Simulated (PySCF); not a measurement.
# One shape, several levels: CH9GaSi2 (SMILES [SiH3]C[SiH2][GaH2])

We compute a comparison of 3 runs (HF/pcseg-1, B3LYP/6-31G*) of CH9GaSi2. 

Program for the calculation: PySCF 2.14.0.

2 further runs of the same task are left out: 2 that didn't finish.

## 1. The structure to begin with

The species is CH9GaSi2 (13 atoms), meant as a singlet with charge 0. SMILES: `[SiH3]C[SiH2][GaH2]`. The shape comes from GFN2-xTB, which is rough for such elements, and wasn't checked as a minimum. This is one conformer, not always the lowest.

Bond lengths: Si1–C2 1.899 Å, C2–Si3 1.916 Å, Si3–Ga4 2.405 Å, Si1–H5 1.465 Å, Si1–H6 1.466 Å, Si1–H7 1.482 Å, C2–H8 1.088 Å, C2–H9 1.093 Å, Si3–H10 1.482 Å, Si3–H11 1.481 Å, Ga4–H12 1.621 Å, Ga4–H13 1.624 Å. Some angles: Si1–C2–Si3 112.4°, C2–Si3–Ga4 100.5°, Si1–C2–H8 110.6°, Si1–C2–H9 108.2°, Si3–C2–H8 111.6°, Si3–C2–H9 107.1°, C2–Si1–H5 110.1°, C2–Si1–H6 109.2°, C2–Si1–H7 108.6°, C2–Si3–H10 108.9°.

## 2. Energy and gradient at HF/pcseg-1 (run 1)

Contents of calc.py:

```python
import pyscf.grad
from pyscf import gto

mol = gto.Mole()
mol.atom = '''
Si  -1.775870   0.296760   0.371070
C   -0.250330   1.146630  -0.376210
Si   1.390010   0.468260   0.345890
Ga   1.292660  -1.811730  -0.414650
H   -2.953230   0.552000  -0.462140
H   -2.010240   0.823000   1.719280
H   -1.509610  -1.158550   0.458050
H   -0.321400   2.226640  -0.265090
H   -0.237540   0.944200  -1.450720
H    2.514850   1.289190  -0.162360
H    1.379240   0.656370   1.814370
H    0.241100  -2.352060  -1.523240
H    2.240340  -3.080720  -0.054260
'''
mol.basis = 'pcseg-1'
mol.max_memory = 1860
mol.verbose = 4
mol.build()

hf = mol.RHF()
hf.conv_tol = 1e-10
hf.kernel()
if not hf.converged:
    hf = hf.newton().run(hf.mo_coeff, hf.mo_occ)

etot = hf.e_tot
print('Final energy', etot)
grad = hf.Gradients().kernel()
dip = hf.dip_moment()
pop, q = hf.mulliken_pop()
```

The run is started by

```bash
$ OMP_NUM_THREADS=1 python calc.py
```

Output:

```text
PySCF version 2.14.0

[... 67 lines left out ...]
converged SCF energy = -2543.8846468328
Final energy -2543.884646832801
[... 11 lines left out ...]
Dipole moment(X, Y, Z, Debye): -0.12277,  1.35526,  0.02072
[... 136 lines left out ...]
charge of   12H =     -0.12718
```

Run time: 86 s. Hardware: 1 thread of Intel Xeon at 2.50GHz (Skylake/Cascade Lake), shared host; peak memory 0.34 GiB.

## 3. Energy and forces at B3LYP/6-31G(d) (spherical functions) (run 2)

Contents of mol.xyz:

```xyz
13
CH9GaSi2
Si    -1.775870     0.296760     0.371070
C     -0.250330     1.146630    -0.376210
Si     1.390010     0.468260     0.345890
Ga     1.292660    -1.811730    -0.414650
H     -2.953230     0.552000    -0.462140
H     -2.010240     0.823000     1.719280
H     -1.509610    -1.158550     0.458050
H     -0.321400     2.226640    -0.265090
H     -0.237540     0.944200    -1.450720
H      2.514850     1.289190    -0.162360
H      1.379240     0.656370     1.814370
H      0.241100    -2.352060    -1.523240
H      2.240340    -3.080720    -0.054260
```

Contents of run.py:

```python
# [SiH3]C[SiH2][GaH2]
from pyscf import gto, dft

mol = gto.M(
    atom='mol.xyz',
    verbose=4,
    spin=0,
    max_memory=1860,
    basis='6-31g*',
)

calc0 = dft.RKS(mol)
calc0.xc = 'b3lyp'
calc0.conv_tol = 1e-10
calc0.grids.level = 5
calc0.kernel()
if not calc0.converged:
    calc0 = calc0.newton().run(calc0.mo_coeff, calc0.mo_occ)

etot = calc0.e_tot
print(f'total energy: {etot:.8f} hartree')
grad = calc0.nuc_grad_method().kernel()
calc0.analyze()
```

The run is started by

```bash
$ OMP_NUM_THREADS=1 python run.py
```

Output:

```text
PySCF version 2.14.0

[... 108 lines left out ...]
MO #5   energy= -40.7125846161646  occ= 2
[... 18 lines left out ...]
MO #24  energy= -0.833002866635568 occ= 2
[... 18 lines left out ...]
MO #43  energy= 0.058816181578103  occ= 0
[... 18 lines left out ...]
MO #62  energy= 0.405548442599771  occ= 0
[... 18 lines left out ...]
MO #81  energy= 0.95020613928837   occ= 0
[... 18 lines left out ...]
MO #100 energy= 2.99999524929198   occ= 0
[... 116 lines left out ...]
Dipole moment(X, Y, Z, Debye): -0.15674,  1.34802, -0.12499
```

Wall time 2.1 min (1 thread of Intel Xeon at 2.50GHz (Skylake/Cascade Lake), shared host); peak memory 1 GiB.

## 4. Energy and gradient at B3LYP/6-31G(d) (Cartesian functions) (run 3)

Contents of job.py:

```python
from pyscf import gto, dft

mol = gto.M(
    atom=[
    ('Si', (-1.775870, 0.296760, 0.371070)),
    ('C', (-0.250330, 1.146630, -0.376210)),
    ('Si', (1.390010, 0.468260, 0.345890)),
    ('Ga', (1.292660, -1.811730, -0.414650)),
    ('H', (-2.953230, 0.552000, -0.462140)),
    ('H', (-2.010240, 0.823000, 1.719280)),
    ('H', (-1.509610, -1.158550, 0.458050)),
    ('H', (-0.321400, 2.226640, -0.265090)),
    ('H', (-0.237540, 0.944200, -1.450720)),
    ('H', (2.514850, 1.289190, -0.162360)),
    ('H', (1.379240, 0.656370, 1.814370)),
    ('H', (0.241100, -2.352060, -1.523240)),
    ('H', (2.240340, -3.080720, -0.054260)),
],
    basis='6-31g*',
    cart=True,
    max_memory=1860,
    verbose=4,
    charge=0,
    spin=0,
)

myscf = dft.RKS(mol)
myscf.xc = 'b3lyp'
myscf.grids.level = 5
myscf.conv_tol = 1e-10
myscf.kernel()
if not myscf.converged:
    myscf = myscf.newton().run(myscf.mo_coeff, myscf.mo_occ)

etot = myscf.e_tot
print('E = %.10f Eh' % etot)
grad = myscf.nuc_grad_method().kernel()
dip = myscf.dip_moment()
pop, q = myscf.mulliken_pop()
```

The run is started by

```bash
$ OMP_NUM_THREADS=1 python job.py
```

Output:

```text
PySCF version 2.14.0

[... 82 lines left out ...]
converged SCF energy = -2547.11668798106
[... 13 lines left out ...]
Dipole moment(X, Y, Z, Debye): -0.15691,  1.35287, -0.12256
[... 120 lines left out ...]
charge of   12H =      0.00139
```

Run time: 2.1 min. Hardware: 1 thread of Intel Xeon at 2.50GHz (Skylake/Cascade Lake), shared host; peak memory 1.1 GiB.

## 5. Overview of the runs

| run | level | integration grid | Cartesian functions | energy (Eh) | dipole moment (D) | HOMO energy (eV) | LUMO energy (eV) | wall time |
| --- | --- | --- | --- | --- | --- | --- | --- | --- |
| 1 | HF/pcseg-1 | – | no | -2543.884647 | 1.36 | -10.22 | 0.74 | 86 s |
| 2 | B3LYP/6-31G* (spherical functions) | 5 | no | -2547.107939 | 1.36 | -7.37 | -2.20 | 2.1 min |
| 3 | B3LYP/6-31G* (Cartesian functions) | 5 | yes | -2547.116688 | 1.37 | -7.36 | -2.19 | 2.1 min |

## 6. Summary of results

| quantity | value |
| --- | --- |
| run 3: total energy | -2547.11669 Eh |
| run 3: dipole moment | 1.37 D |
| run 3: HOMO energy | -7.36 eV |
| run 3: LUMO energy | -2.19 eV |
| run 3: HOMO–LUMO gap | 5.18 eV |
| run 3: largest force on an atom | 1.287 eV/Å |

**Reading.** The dipole moment (its size) runs from 1.36 D (HF/pcseg-1) to 1.37 D (B3LYP/6-31G*). The two ends differ in method and basis. The HOMO–LUMO gap runs from 5.17 eV (B3LYP/6-31G*) to 10.96 eV (HF/pcseg-1). All runs together took 5.6 min, the longest 2.1 min.
